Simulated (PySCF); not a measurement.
# H7NOSi2: the cost of one run

The runs use PySCF 2.14.0, with density-fitted response routines of our own; the level of theory stands in each step. All values are computed, except where a source is named. Atoms count from 0, in the outputs and in this text.

## 1. Starting geometry

11 atoms, charge 0, multiplicity 1; geometry from: GFN2-xTB. The atoms were then displaced at random by about 0.01 Å, so the start is not that level's minimum.

Bonds of the start (Å): O0–Si1 1.60, Si1–N2 1.72, N2–Si3 1.78, O0–H4 0.98, Si1–H5 1.46, Si1–H6 1.46, N2–H7 1.01, Si3–H8 1.44, Si3–H9 1.46, Si3–H10 1.45.

## 2. Geometry optimisation at PBE0-D3(BJ)/def2-SVP

Job settings and geometry (Å):

```
{"job": {"xc": "PBE0", "basis": "def2-SVP", "d3": "d3bj", "grid": 1, "shake": 0.01, "kind": "geom"}, "charge": 0, "multiplicity": 1}
O     -2.494870    -0.385280     0.675760
Si    -1.080760    -0.756220     0.025750
N      0.108580     0.349080     0.602800
Si     1.802980     0.526700     0.089350
H     -2.877980     0.511210     0.564490
H     -1.065980    -0.614760    -1.428490
H     -0.909750    -2.120080     0.509670
H     -0.035090     0.698550     1.538260
H      1.744400     0.679680    -1.341030
H      2.590400    -0.638040     0.465530
H      2.256180     1.723320     0.776740
```

Command:

```sh
$ OMP_NUM_THREADS=1 python probes_run.py task.json out
```

This one command runs all jobs of the session in turn.

**Question.** How long does this first job take on 1 thread of Arm Neoverse V2, shared host, and how much memory does it need?

About 52 s, with a peak of 0.41 GiB.
